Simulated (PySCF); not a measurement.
# C7H5FO: NMR shifts in gas and solvents, part 2 of 2

PySCF 2.14.0. Atoms count from 0. The steps go on from the part before.

**6. Nuclear shieldings: B97-2/pcSseg-2**

Job settings and geometry (Å):

```
{"job": {"kind": "nmr", "xc": "B97-2", "basis": "pcSseg-2", "pop": false}, "charge": 0, "multiplicity": 1}
O      2.949596    -1.118176    -0.459767
C      2.315896    -0.153453    -0.198356
F      2.939753     1.023029     0.019645
C      0.854444    -0.042664    -0.069102
C      0.230656     1.164932     0.232365
C     -1.148797     1.215395     0.339766
C     -1.903167     0.066579     0.148143
C     -1.280768    -1.138620    -0.151685
C      0.096104    -1.195591    -0.260924
H      0.827365     2.055215     0.380221
H     -1.637446     2.153566     0.573511
H     -2.982922     0.109965     0.232957
H     -1.872653    -2.033675    -0.300393
H      0.604947    -2.122653    -0.494540
```

With the program's defaults for keys left out, this is: GIAO B97-2/pcSseg-2 NMR shielding, non-relativistic, gas phase.

What it wrote:

```text
coarse grid: 12880 points
cycle   1  E = -444.6867718393  dE =  1.694e+00  |g| = 9.572e-01  |ddm| = 3.049e+00
cycle   2  E = -444.2121209731  dE =  4.747e-01  |g| = 1.863e+00  |ddm| = 2.282e+00
cycle   3  E = -444.8389533950  dE = -6.268e-01  |g| = 2.931e-01  |ddm| = 1.787e+00
cycle   4  E = -444.8542746247  dE = -1.532e-02  |g| = 9.421e-02  |ddm| = 2.878e-01
cycle   5  E = -444.8555464291  dE = -1.272e-03  |g| = 2.596e-02  |ddm| = 7.189e-02
cycle   6  E = -444.8556907722  dE = -1.443e-04  |g| = 8.729e-03  |ddm| = 2.788e-02
cycle   7  E = -444.8557068528  dE = -1.608e-05  |g| = 3.045e-03  |ddm| = 7.778e-03
cycle   8  E = -444.8557090536  dE = -2.201e-06  |g| = 9.018e-04  |ddm| = 2.624e-03
final grid: 128128 points
cycle   9  E = -444.8521101049  dE = -1.383e-04  |g| = 7.031e-03  |ddm| = 1.142e-01
cycle  10  E = -444.8520906375  dE =  1.947e-05  |g| = 1.250e-02  |ddm| = 1.282e-02
cycle  11  E = -444.8521178556  dE = -2.722e-05  |g| = 1.590e-03  |ddm| = 9.248e-03
cycle  12  E = -444.8521182956  dE = -4.400e-07  |g| = 5.124e-04  |ddm| = 1.525e-03
cycle  13  E = -444.8521183316  dE = -3.599e-08  |g| = 2.015e-04  |ddm| = 3.661e-04
cycle  14  E = -444.8521183416  dE = -9.964e-09  |g| = 4.541e-05  |ddm| = 2.017e-04
cycle  15  E = -444.8521183420  dE = -4.582e-10  |g| = 1.455e-05  |ddm| = 4.015e-05
converged SCF energy = -444.8521183420

GIAO shielding tensors (ppm)
atom      isotropic    diamagn.    paramagn.     s11        s22        s33       span
  0 O      -76.429     396.117    -472.546   -324.921   -184.387    280.022    604.943
  1 C       19.091     251.850    -232.759    -89.079     40.825    105.525    194.604
  2 F      164.452     471.069    -306.617    -52.685    258.546    287.495    340.179
  3 C       52.915     256.652    -203.738    -42.440     42.814    158.371    200.811
  4 C       46.669     255.148    -208.479    -58.468     21.711    176.764    235.232
  5 C       50.353     254.317    -203.965    -60.348     35.243    176.163    236.510
  6 C       43.314     252.838    -209.525    -70.756     25.021    175.675    246.430
  7 C       49.989     254.224    -204.234    -60.562     34.412    176.118    236.680
  8 C       44.218     256.175    -211.957    -67.392     22.404    177.641    245.033
  9 H       23.255      32.324      -9.069     19.313     22.103     28.349      9.036
 10 H       23.878      30.743      -6.865     20.542     23.764     27.329      6.787
 11 H       23.703      29.820      -6.117     20.707     23.182     27.221      6.514
 12 H       23.841      30.838      -6.997     20.504     23.727     27.292      6.788
 13 H       22.990      33.366     -10.377     19.293     21.869     27.807      8.514
```

It took 38 s on 2 threads of AMD EPYC 7B13, shared host; peak memory 2.6 GiB.

Key values: δ C1 166.3, C6 142.1, C4 139.9, C5 135.2, H9 8.51, H11 7.93 ppm (means over like atoms).

**7. NMR shieldings: WP04/pcSseg-2 in chloroform**

Same as in step 6 but for these lines:

```diff
@@ -1,2 +1,2 @@
-{"job": {"kind": "nmr", "xc": "B97-2", "basis": "pcSseg-2", "pop": false}, "charge": 0, "multiplicity": 1}
+{"job": {"kind": "nmr", "xc": "WP04", "basis": "pcSseg-2", "pop": false, "solvent": "chloroform"}, "charge": 0, "multiplicity": 1}
 O      2.949596    -1.118176    -0.459767
```

With the program's defaults for keys left out, this is: GIAO WP04/pcSseg-2 NMR shielding, non-relativistic, IEF-PCM chloroform.

What it wrote:

```text
coarse grid: 12880 points
cycle   1  E = -454.3846187495  dE =  1.593e+00  |g| = 1.322e+00  |ddm| = 3.339e+00
cycle   2  E = -453.5489584622  dE =  8.357e-01  |g| = 2.468e+00  |ddm| = 2.966e+00
cycle   3  E = -454.6403986617  dE = -1.091e+00  |g| = 4.659e-01  |ddm| = 2.350e+00
cycle   4  E = -454.6796552217  dE = -3.926e-02  |g| = 1.610e-01  |ddm| = 4.266e-01
cycle   5  E = -454.6831890106  dE = -3.534e-03  |g| = 4.996e-02  |ddm| = 1.101e-01
cycle   6  E = -454.6836795275  dE = -4.905e-04  |g| = 1.246e-02  |ddm| = 5.155e-02
cycle   7  E = -454.6837078548  dE = -2.833e-05  |g| = 4.636e-03  |ddm| = 1.027e-02
cycle   8  E = -454.6837124799  dE = -4.625e-06  |g| = 1.495e-03  |ddm| = 3.855e-03
final grid: 128128 points
cycle   9  E = -454.6900866759  dE = -1.946e-04  |g| = 1.021e-02  |ddm| = 1.210e-01
cycle  10  E = -454.6900515583  dE =  3.512e-05  |g| = 1.656e-02  |ddm| = 1.995e-02
cycle  11  E = -454.6901089808  dE = -5.742e-05  |g| = 3.137e-03  |ddm| = 1.201e-02
cycle  12  E = -454.6901106514  dE = -1.671e-06  |g| = 9.664e-04  |ddm| = 2.627e-03
cycle  13  E = -454.6901107899  dE = -1.385e-07  |g| = 3.501e-04  |ddm| = 8.175e-04
cycle  14  E = -454.6901108117  dE = -2.184e-08  |g| = 1.079e-04  |ddm| = 3.314e-04
cycle  15  E = -454.6901108144  dE = -2.661e-09  |g| = 3.466e-05  |ddm| = 9.489e-05
cycle  16  E = -454.6901108147  dE = -2.757e-10  |g| = 9.310e-06  |ddm| = 2.613e-05
converged SCF energy = -454.6901108147

GIAO shielding tensors (ppm)
atom      isotropic    diamagn.    paramagn.     s11        s22        s33       span
  0 O      -66.168     394.670    -460.837   -301.689   -166.684    269.871    571.560
  1 C        2.240     252.207    -249.966   -108.372     24.945     90.148    198.520
  2 F      167.300     473.098    -305.798    -46.079    253.964    294.014    340.093
  3 C       39.903     258.930    -219.026    -53.401     28.983    144.129    197.530
  4 C       32.045     255.855    -223.810    -74.975      5.287    165.823    240.799
  5 C       36.035     254.453    -218.418    -76.308     18.831    165.583    241.891
  6 C       27.434     253.718    -226.284    -89.121      6.228    165.197    254.317
  7 C       35.889     254.373    -218.485    -76.192     18.325    165.534    241.726
  8 C       30.149     256.213    -226.065    -83.176      7.763    165.859    249.034
  9 H       23.625      31.915      -8.290     19.711     22.399     28.765      9.054
 10 H       24.168      30.231      -6.062     20.865     23.971     27.669      6.804
 11 H       23.941      29.423      -5.482     20.977     23.313     27.534      6.557
 12 H       24.149      30.276      -6.128     20.840     23.966     27.640      6.800
 13 H       23.450      32.729      -9.279     19.782     22.235     28.333      8.551
```

Wall time 40 s (2 threads of AMD EPYC 7B13, shared host); peak memory 2.7 GiB.

In short: δ C1 172.9, C6 147.7, C4 144.0, C5 139.1, H9 8.33, H11 7.93 ppm (means over like atoms).

**8. NMR shieldings: wB97X-D/pcSseg-2 in chloroform**

Same as in step 7 but for these lines:

```diff
@@ -1,2 +1,2 @@
-{"job": {"kind": "nmr", "xc": "WP04", "basis": "pcSseg-2", "pop": false, "solvent": "chloroform"}, "charge": 0, "multiplicity": 1}
+{"job": {"kind": "nmr", "xc": "wB97X-D", "basis": "pcSseg-2", "pop": false, "solvent": "chloroform"}, "charge": 0, "multiplicity": 1}
 O      2.949596    -1.118176    -0.459767
```

With the program's defaults for keys left out, this is: GIAO wB97X-D/pcSseg-2 NMR shielding, non-relativistic, IEF-PCM chloroform.

What it wrote:

```text
coarse grid: 12880 points
cycle   1  E = -444.6848291418  dE =  2.064e+00  |g| = 9.644e-01  |ddm| = 2.970e+00
cycle   2  E = -444.5555916363  dE =  1.292e-01  |g| = 1.355e+00  |ddm| = 1.481e+00
cycle   3  E = -444.8561157802  dE = -3.005e-01  |g| = 1.142e-01  |ddm| = 9.361e-01
cycle   4  E = -444.8577790727  dE = -1.663e-03  |g| = 7.136e-02  |ddm| = 1.067e-01
cycle   5  E = -444.8585478201  dE = -7.687e-04  |g| = 1.059e-02  |ddm| = 4.869e-02
cycle   6  E = -444.8585743551  dE = -2.654e-05  |g| = 4.538e-03  |ddm| = 1.525e-02
cycle   7  E = -444.8585798865  dE = -5.531e-06  |g| = 1.051e-03  |ddm| = 4.851e-03
final grid: 128128 points
cycle   8  E = -444.8615701832  dE = -2.462e-04  |g| = 9.875e-03  |ddm| = 7.874e-02
cycle   9  E = -444.8615670565  dE =  3.127e-06  |g| = 1.152e-02  |ddm| = 1.461e-02
cycle  10  E = -444.8615859567  dE = -1.890e-05  |g| = 1.120e-03  |ddm| = 6.499e-03
cycle  11  E = -444.8615861141  dE = -1.575e-07  |g| = 6.931e-04  |ddm| = 1.905e-03
cycle  12  E = -444.8615862078  dE = -9.369e-08  |g| = 1.561e-04  |ddm| = 5.187e-04
cycle  13  E = -444.8615862130  dE = -5.152e-09  |g| = 4.314e-05  |ddm| = 1.724e-04
cycle  14  E = -444.8615862140  dE = -1.059e-09  |g| = 1.153e-05  |ddm| = 1.296e-04
cycle  15  E = -444.8615862142  dE = -1.368e-10  |g| = 5.236e-06  |ddm| = 4.311e-05
converged SCF energy = -444.8615862142

GIAO shielding tensors (ppm)
atom      isotropic    diamagn.    paramagn.     s11        s22        s33       span
  0 O      -65.426     395.860    -461.286   -310.697   -168.698    283.118    593.815
  1 C       13.985     251.510    -237.525    -96.416     39.693     98.678    195.094
  2 F      165.756     470.125    -304.369    -51.275    256.100    292.444    343.719
  3 C       50.419     256.832    -206.414    -48.981     42.638    157.599    206.580
  4 C       42.227     251.902    -209.675    -67.765     15.367    179.078    246.842
  5 C       46.210     251.746    -205.536    -68.921     28.447    179.104    248.026
  6 C       37.286     250.763    -213.478    -82.513     15.702    178.668    261.182
  7 C       45.967     251.458    -205.490    -69.083     27.842    179.142    248.225
  8 C       40.258     253.204    -212.946    -76.184     17.563    179.396    255.580
  9 H       23.016      31.998      -8.982     19.039     21.794     28.214      9.175
 10 H       23.563      30.621      -7.058     20.157     23.459     27.074      6.917
 11 H       23.319      29.765      -6.446     20.303     22.719     26.935      6.631
 12 H       23.539      30.707      -7.168     20.127     23.436     27.055      6.928
 13 H       22.821      33.065     -10.244     19.089     21.591     27.783      8.695
```

It took 53 s on 2 threads of AMD EPYC 7B13, shared host; peak memory 2.7 GiB.

Key values: δ C1 173.1, C6 149.8, C4 145.9, C5 141.0, H9 8.70, H11 8.30 ppm (means over like atoms).

**9. Side by side: NMR shifts**

Shifts (ppm) of some atoms, chosen among heavy atoms and hydrogens apart, means over like atoms, with basis size and wall time (the measured row can stand on another reference than the computed rows):

| run | C1 | C6 | C4 | H11 | H10 | O0 | F2 | functions | time |
| --- | --- | --- | --- | --- | --- | --- | --- | --- | --- |
| PBE0/pcSseg-2 | 168.9 | 145.2 | 142.9 | 8.01 | 7.85 | 415.7 | 13.5 | 394 | 43 s |
| KT3/pcSseg-2 | 158.8 | 132.6 | 130.5 | 7.67 | 7.55 | 381.4 | -8.8 | 394 | 56 s |
| wB97X-D/pcSseg-2 | 170.3 | 147.0 | 144.7 | 8.04 | 7.86 | 415.9 | 21.0 | 394 | 52 s |
| B97-2/pcSseg-2 | 166.3 | 142.1 | 139.9 | 7.93 | 7.78 | 404.1 | 11.5 | 394 | 38 s |
| WP04/pcSseg-2 in chloroform | 172.9 | 147.7 | 144.0 | 7.93 | 7.71 | 389.6 | 11.6 | 394 | 40 s |
| wB97X-D/pcSseg-2 in chloroform | 173.1 | 149.8 | 145.9 | 8.30 | 8.06 | 400.6 | 21.4 | 394 | 53 s |
| measured | – | – | – | – | – | – | 18.0 | – | – |

Measured: solution, CDCl3; Marie Gonay, Chloé Batisse, Jean-François Paquin, Synthesis of Acyl Fluorides from Carboxylic Acids Using NaF-Assisted Deoxofluorination with XtalFluor-E, J. Org. Chem. 2020, 85, 10253−10260.

**10. Outcome**

What follows sums up all 2 parts.

| quantity | value |
| --- | --- |
| point group | Cs |
| rotational constants (main isotopes) | 3.88, 1.23, 0.93 GHz |
| ¹³C shifts against TMS (PBE0/pcSseg-2, means over atoms taken as alike) | 168.9, 145.2, 142.9, 138.2, 135.2 ppm |
| ¹H shifts against TMS (PBE0/pcSseg-2, means over atoms taken as alike) | 8.59, 8.01, 7.85 ppm |
| ¹⁷O shifts against H2O (PBE0/pcSseg-2) | 415.7 ppm |
| ¹⁹F shifts against CFCl3 (PBE0/pcSseg-2) | 13.5 ppm |
| measured, and computed on the same scale | F2 δ 18.0, 13.5 ppm |
| range of the shift of O0 (wB97X-D/pcSseg-2 runs) | 400.6 to 415.9 ppm |

The optimisation took 11 steps and gained 0.134 eV; among the close pairs (by a distance rule), C1–C3 changed most, from 1.423 to 1.471 Å. No frequency check was run at this level, so the end point may be a saddle. At PBE0/pcSseg-2: Shielding is most anisotropic at O0 (span 623 ppm, paramagnetic term -482 ppm). The one measured ¹⁹F shift is missed by -4.5 ppm (computed less measured, unscaled). Vibration, temperature and solvent are missing from the calculation, and it holds one conformer, so part of the miss against the measured shifts is not the functional's. NICS(1)zz of -28 ppm above the planar ring from C3 marks a diatropic (aromatic) ring current. At one level, wB97X-D/pcSseg-2: In ppm, O0 moves most: its shift spreads over 15.3 ppm, from 400.6 (wB97X-D/pcSseg-2 in chloroform) to 415.9 (wB97X-D/pcSseg-2).
